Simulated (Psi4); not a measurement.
# KLi (Lithium Potassium): levels of theory compared

Aim: a comparison of 4 runs (HF/6-311G(2df,2pd), U-mPW1B95/def2-TZVPP, wB97X-D/def2-TZVPPD) of KLi (Lithium Potassium). 

The calculation is run with Psi4 1.11.

2 further runs of the same task are left out: 2 set aside as unsound or not needed.

### Step 1. The structure to begin with

KLi has 2 atoms, charge 0, and is taken as a singlet. SMILES: `[Li][K]`. The bond length is the measured one.

Bond lengths: Li1–K2 3.270 Å.

### Step 2. The charge distribution at HF/6-311G(2df,2pd) (density fitting) (run 1)

The input, calc.inp:

```
memory 1.6 GB

molecule {
  0 1
  Li     0.000000     0.000000     0.000000
  K      0.000000     0.000000     3.270000
  units angstrom
  symmetry c1
}

set {
  basis 6-311G(2df,2pd)
  scf_type mem_df
  orbital_optimizer_package ooo
}

E, wfn = energy("scf", return_wfn=True)
oeprop(wfn, "QUADRUPOLE", "MULTIPOLE(3)", "MAYER_INDICES", "LOWDIN_CHARGES")
```

Run with:

```console
$ psi4 -n 1 calc.inp calc.out
```

calc.out:

```text
[...]
  Running in c1 symmetry.
[...]
  Nuclear repulsion =    9.224189910761467
[...]
  Multiplicity = 1
[...]
  Nalpha       = 11
  Nbeta        = 11
[...]
    Number of basis functions: 81
[...]
   @DF-RHF iter   1:  -606.57199036460133   -6.06572e+02   2.22623e-03 ADIIS+DIIS
[...]
   @DF-RHF iter   7:  -606.57991320856729   -1.29118e-07   5.41652e-07 Converged
[...]
    Orbital Energies [Eh]
    ---------------------
    Doubly Occupied:
       1A   -133.529581     2A    -14.483544     3A    -11.515937
       4A    -11.515760     5A    -11.515760     6A     -2.439988
       7A     -1.744666     8A     -0.951315     9A     -0.951315
      10A     -0.950823    11A     -0.153855
[...]
  @DF-RHF Final Energy:  -606.57991320856740
   => Energetics <=
    Nuclear Repulsion Energy =              9.2241899107614671
    One-Electron Energy =                -852.1031192890287684
    Two-Electron Energy =                 236.2990161696999110
    Total Energy =                       -606.5799132085674046
[...]
 Multipole Moments:
 ------------------------------------------------------------------------------------
     Multipole            Electronic (a.u.)      Nuclear  (a.u.)        Total (a.u.)
 ------------------------------------------------------------------------------------
 L = 1.  Multiply by 2.5417464519 to convert [e a0] to [Debye]
 Dipole X            :          0.0000015            0.0000000            0.0000015
 Dipole Y            :          0.0000070            0.0000000            0.0000070
 Dipole Z            :         -0.5734475            2.2058040            1.6323566
 Magnitude           :                                                    1.6323566
 L = 2.  Multiply by 1.3450342976 to convert [e a0^2] to [Debye ang]
 Quadrupole XX       :        -22.5364044            0.0000000          -22.5364044
 Quadrupole XY       :          0.0000002            0.0000000            0.0000002
[...]
```

It took 5.7 s on 1 thread of Intel Xeon at 2.50GHz (Skylake/Cascade Lake), shared host; peak memory 0.22 GiB.

Atomic charges (e):

| atom | Löwdin |
| --- | --- |
| Li1 | -0.157 |
| K2 | +0.157 |

### Step 3. Energy and one-electron properties at HF/6-311G(2df,2pd) (density fitting, Cartesian functions) (run 2)

The input, kli.py:

```python
import psi4

psi4.set_memory('1600 MB')
psi4.set_num_threads(1)
psi4.core.set_output_file('run.log', False)

m = psi4.geometry("""
0 1
Li
K 1 3.27
units angstrom
symmetry c1
""")

psi4.set_options({
    'basis': '6-311G(2df,2pd)',
    'scf_type': 'mem_df',
    'puream': False,
    'diis': False,
    'basis_guess': 'STO-3G',
    'maxiter': 50,
})

result, w = psi4.energy('hf', return_wfn=True)
psi4.oeprop(w, 'QUADRUPOLE', 'MULTIPOLE(3)', 'MAYER_INDICES', 'LOWDIN_CHARGES', title='HF')
print('E =', round(result, 9))
```

Run with:

```console
$ python kli.py
```

run.log:

```text
[...]
  Running in c1 symmetry.
[...]
  Nuclear repulsion =    9.224189910761467
[...]
  Multiplicity = 1
[...]
  Nalpha       = 11
  Nbeta        = 11
[...]
    Number of basis functions: 18
[...]
   @DF-RHF iter   1:  -600.41890095641190   -4.47287e-01   2.76445e-03 ADIIS
[...]
   @DF-RHF iter   8:  -606.58069908916184   -1.14288e-07   7.11753e-07
[...]
    Orbital Energies [Eh]
    ---------------------
    Doubly Occupied:
       1A   -133.531540     2A    -14.484597     3A    -11.517046
       4A    -11.516862     5A    -11.516862     6A     -2.440906
       7A     -1.744769     8A     -0.951408     9A     -0.951408
      10A     -0.950870    11A     -0.153902
[...]
  @DF-RHF Final Energy:  -606.58069908916184
   => Energetics <=
    Nuclear Repulsion Energy =              9.2241899107614671
    One-Electron Energy =                -852.0894398390267952
    Two-Electron Energy =                 236.2845508391034173
    Total Energy =                       -606.5806990891619535
[...]
 Multipole Moments:
 ------------------------------------------------------------------------------------
     Multipole            Electronic (a.u.)      Nuclear  (a.u.)        Total (a.u.)
 ------------------------------------------------------------------------------------
 L = 1.  Multiply by 2.5417464519 to convert [e a0] to [Debye]
 Dipole X            :         -0.0000000            0.0000000           -0.0000000
 Dipole Y            :          0.0000000            0.0000000            0.0000000
 Dipole Z            :         -0.5751407            2.2058040            1.6306633
 Magnitude           :                                                    1.6306633
 L = 2.  Multiply by 1.3450342976 to convert [e a0^2] to [Debye ang]
 Quadrupole XX       :        -22.5227608            0.0000000          -22.5227608
 Quadrupole XY       :         -0.0000000            0.0000000           -0.0000000
[...]
```

The script printed:

```text
E = -606.580699089
```

Wall time 8.4 s (1 thread of Intel Xeon at 2.50GHz (Skylake/Cascade Lake), shared host); peak memory 0.21 GiB.

Atomic charges (e):

| atom | Löwdin |
| --- | --- |
| Li1 | -0.209 |
| K2 | +0.209 |

Run 3 isn't shown in full; the table further down has it.

### Step 4. The charge distribution at wB97X-D/def2-TZVPPD (sfX2C, IEF-PCM dimethylsulfoxide) (run 4)

The input, input.inp:

```
memory 1.6 GB

molecule system {
  0 1
  Li
  K 1 r2

  r2 = 3.27
  symmetry c1
}

set globals {
  basis def2-TZVPPD
  scf_type direct
  relativistic x2c
  pcm true
}

pcm = {
  Units = Angstrom
  Medium {
    SolverType = IEFPCM
    Solvent = DMSO
  }
  Cavity {
    Type = GePol
    RadiiSet = Bondi
    Scaling = True
    Area = 0.4
    Mode = Implicit
  }
}

e, wfn = energy("wb97x-d", return_wfn=True)
oeprop(wfn, "MAYER_INDICES", "MBIS_CHARGES", "DIPOLE", title="WB97X-D")
```

Run with:

```console
$ psi4 -i input.inp -o input.out -n 1
```

input.out:

```text
[...]
  Running in c1 symmetry.
[...]
  Nuclear repulsion =    9.224189910761467
[...]
  Multiplicity = 1
[...]
  Nalpha       = 11
  Nbeta        = 11
[...]
    Number of basis functions: 58
[...]
    WARNING: The X2C and Dirac Hamiltonians have substatially different eigenvalues!
             This is probably caused by the recontraction of the basis set.
[...]
   @DF-RKS iter   1:  -609.41666450554055   -2.42152e-01   1.90352e-03 ADIIS/DIIS
[...]
   @RKS iter  11:  -609.42479116968070   -7.16816e-08   7.94881e-07 DIIS
[...]
    Orbital Energies [Eh]
    ---------------------
    Doubly Occupied:
       1A   -130.593698     2A    -13.451556     3A    -10.692100
       4A    -10.692100     5A    -10.691889     6A     -2.076967
       7A     -1.485405     8A     -0.830067     9A     -0.830067
      10A     -0.828332    11A     -0.171562
[...]
  @RKS Final Energy:  -609.42479116968070
   => Energetics <=
    Nuclear Repulsion Energy =              9.2241899107614671
    One-Electron Energy =                -854.7374437659713067
    Two-Electron Energy =                 261.9326718556380911
    DFT Exchange-Correlation Energy =     -25.8328826805668896
    Empirical Dispersion Energy =          -0.0011888804835516
    VV10 Nonlocal Energy =                  0.0000000000000000
    PCM Polarization Energy =              -0.0101376090585113
    Total Energy =                       -609.4247911696807023
[...]
 Multipole Moments:
 ------------------------------------------------------------------------------------
     Multipole            Electronic (a.u.)      Nuclear  (a.u.)        Total (a.u.)
 ------------------------------------------------------------------------------------
 L = 1.  Multiply by 2.5417464519 to convert [e a0] to [Debye]
 Dipole X            :          0.0000103            0.0000000            0.0000103
 Dipole Y            :          0.0000011            0.0000000            0.0000011
 Dipole Z            :         -0.1872185            2.2058040            2.0185855
 Magnitude           :                                                    2.0185855
[...]
```

Wall time 24 s (1 thread of Intel Xeon at 2.50GHz (Skylake/Cascade Lake), shared host); peak memory 0.3 GiB.

Atomic charges (e):

| atom | MBIS |
| --- | --- |
| Li1 | -0.515 |
| K2 | +0.515 |

### Step 5. The series

| run | level | Cartesian functions | orbital optimizer package | energy (Eh) | dipole moment (D) | HOMO energy (eV) | LUMO energy (eV) | wall time |
| --- | --- | --- | --- | --- | --- | --- | --- | --- |
| 1 | HF/6-311G(2df,2pd) (density fitting) | no | ooo | -606.579913 | 4.15 | -4.19 | 0.03 | 5.7 s |
| 2 | HF/6-311G(2df,2pd) (density fitting, Cartesian functions) | yes | – | -606.580699 | 4.14 | -4.19 | 0.02 | 8.4 s |
| 3 | U-mPW1B95/def2-TZVPP | no | – | -607.500319 | 3.33 | – | – | 47 s |
| 4 | wB97X-D/def2-TZVPPD (sfX2C, IEF-PCM dimethylsulfoxide) | no | – | -609.424791 | 5.13 | -4.67 | 0.36 | 24 s |

### Step 6. What came out

| quantity | value |
| --- | --- |
| run 4: total energy | -609.42479 Eh |
| run 4: dipole moment | 5.13 D |
| run 4: HOMO energy | -4.67 eV |
| run 4: LUMO energy | 0.36 eV |
| run 4: HOMO–LUMO gap | 5.03 eV |
| run 4: dispersion energy | -3.12 kJ/mol |
| run 4: solvent term in the energy | -26.6 kJ/mol |

The dipole moment (its size) runs from 3.33 D (U-mPW1B95/def2-TZVPP) to 5.13 D (wB97X-D/def2-TZVPPD). The two ends differ in method and basis and solvent and Hamiltonian. Over runs 1, 2, 4 the HOMO–LUMO gap runs from 4.21 eV (HF/6-311G(2df,2pd)) to 5.03 eV (wB97X-D/def2-TZVPPD). Totals of different functionals can't be ranked against each other. Some runs of one species differ in core potentials or relativity; totals across that change don't compare. All runs together took 86 s, the longest 47 s.
